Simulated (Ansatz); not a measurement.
# C2H6AlBO: a ladder of functionals and wavefunction methods

Aim: compute C2H6AlBO with functionals from several rungs and with coupled cluster, and see how far each lands from CCSD(T) at the basis-set limit for the atomisation energy.

The runs use Ansatz 0.2.0, Gaussian basis; functionals in def2-TZVPP, the program's frozen cores in correlated methods.

Plan: LDA (SPW92), PBE-D4, revPBE-D4, BLYP-D4, r2SCAN-D4, B97M-V, PBE0-D4, B3LYP-D4, r2SCANh-D4, r2SCAN0-D4, HSE06-D4, BHLYP-D4, CAM-B3LYP-D4, LC-ωPBE, ωB97X-V, ωB97M-V, B2PLYP, PBE-QIDH; CCSD(T)/def2-SVP; CCSD(T)/def2-TZVPP; MP2/def2-QZVPP; extrapolation to the limit; RPA on PBE.

## 1. Structure used throughout

The geometry comes from an earlier relaxation with PBE0-D4 in a triple-zeta def2 set; it is a stationary point, not always the lowest conformer.

SMILES `C=[C]([AlH2])BO`, 11 atoms, charge 0, spin multiplicity 1.

Atoms are counted from 1 here; the program's logs count them from 0.

Bond lengths: C1–C2 1.345 Å, C1–H6 1.090 Å, C1–H7 1.091 Å, C2–Al3 1.944 Å, C2–B4 1.551 Å, Al3–H8 1.589 Å, Al3–H9 1.590 Å, B4–O5 1.359 Å, B4–H10 1.206 Å, O5–H11 0.960 Å. Angles: C2–C1–H6 122.8°, C2–C1–H7 122.2°, H6–C1–H7 115.0°, C1–C2–Al3 115.4°, C1–C2–B4 119.1°, Al3–C2–B4 125.4°, C2–Al3–H8 122.4°, C2–Al3–H9 116.8°, H8–Al3–H9 120.8°, C2–B4–O5 119.1°, C2–B4–H10 122.1°, O5–B4–H10 118.9°, B4–O5–H11 112.9°.

## 2. LDA

This LDA is Slater exchange with PW92 correlation.

File in.yaml:

```yaml
crystal:
  periodic: [false, false, false]
  atoms:
    - {symbol: C, position_ang: [-0.979373, 0.707181, 0.857479]}
    - {symbol: C, position_ang: [-0.024874, 0.016547, 0.208361]}
    - {symbol: Al, position_ang: [1.101152, -1.104414, 1.328493]}
    - {symbol: B, position_ang: [0.150491, 0.223678, -1.318892]}
    - {symbol: O, position_ang: [-0.952852, 0.402945, -2.091453]}
    - {symbol: H, position_ang: [-1.138202, 0.626966, 1.933223]}
    - {symbol: H, position_ang: [-1.646096, 1.401614, 0.344006]}
    - {symbol: H, position_ang: [2.344905, -1.907781, 0.752632]}
    - {symbol: H, position_ang: [0.716614, -1.194874, 2.868775]}
    - {symbol: H, position_ang: [1.236277, 0.230391, -1.844052]}
    - {symbol: H, position_ang: [-0.742641, 0.540747, -3.017871]}
basis:
  gaussian: {orbitals: def2-TZVPP}
hamiltonian: {xc: lda}
output: {orbitals: {seedname: orbitals}}
```

The runs that follow: PBE-D4 (GGA); revPBE-D4 (GGA); BLYP-D4 (GGA); r2SCAN-D4 (meta-GGA); B97M-V (meta-GGA); PBE0-D4 (hybrid); B3LYP-D4 (hybrid); r2SCANh-D4 (hybrid); r2SCAN0-D4 (hybrid); HSE06-D4 (hybrid); BHLYP-D4 (hybrid); CAM-B3LYP-D4 (range-separated); LC-ωPBE (range-separated); ωB97X-V (range-separated); ωB97M-V (range-separated); B2PLYP (double hybrid); PBE-QIDH (double hybrid); CCSD(T) in def2-SVP; CCSD(T) in def2-TZVPP; MP2 in def2-QZVPP; RPA on PBE orbitals.

Before running them: what should the planned runs give, taken together? Wanted: atomisation energy, CCSD(T)/CBS; farthest beyond LDA; mean size of error, GGA; mean size of error, meta-GGA; mean size of error, hybrid; mean size of error, range-separated; mean size of error, double hybrid; gap, smallest and largest; T1 diagnostic.

**Answer**, as computed:

```
                               quantity                                                                         value
        atomisation energy, CCSD(T)/CBS                                                                     42.944 eV
    functionals within 0.215 eV (0.5 %)  BLYP-D4, PBE0-D4, B3LYP-D4, r2SCANh-D4, HSE06-D4, LC-ωPBE, ωB97X-V, PBE-QIDH
                    farthest beyond LDA                                                          BHLYP-D4 (-1.014 eV)
                mean size of error, GGA                                                                      0.339 eV
           mean size of error, meta-GGA                                                                      0.354 eV
             mean size of error, hybrid                                                                      0.280 eV
    mean size of error, range-separated                                                                      0.166 eV
      mean size of error, double hybrid                                                                      0.239 eV
              gap, smallest and largest                                     3.62 eV (LDA (SPW92)), 10.73 eV (LC-ωPBE)
                          T1 diagnostic                                                                        0.0132
triples share of the correlation energy                                                                         4.0 %
```

In words: The LDA atomisation energy is off by 5.790 eV (13 %): it overbinds. PBE-D4 is off by +0.766 eV. Double hybrids carry the basis error of their MP2 part in triple zeta, and no dispersion term here, so their miss is partly the set-up's. Taken by rung, range-separated functionals do best (0.166 eV on average) and meta-GGA ones worst beyond LDA (0.354 eV). The gap between the best rungs is small, so their order is not settled. Misses under about 0.215 eV are within the doubt on the reference itself, which lacks core-valence correlation, relativity and higher excitations. Hartree-Fock recovers 75 % of the binding; the rest is correlation. CCSD(T) in def2-SVP is off by -1.811 eV, so the small basis spoils what the method gains. The gap grows from 3.6 to 10.7 eV across the functionals, mostly with the share of exact exchange.
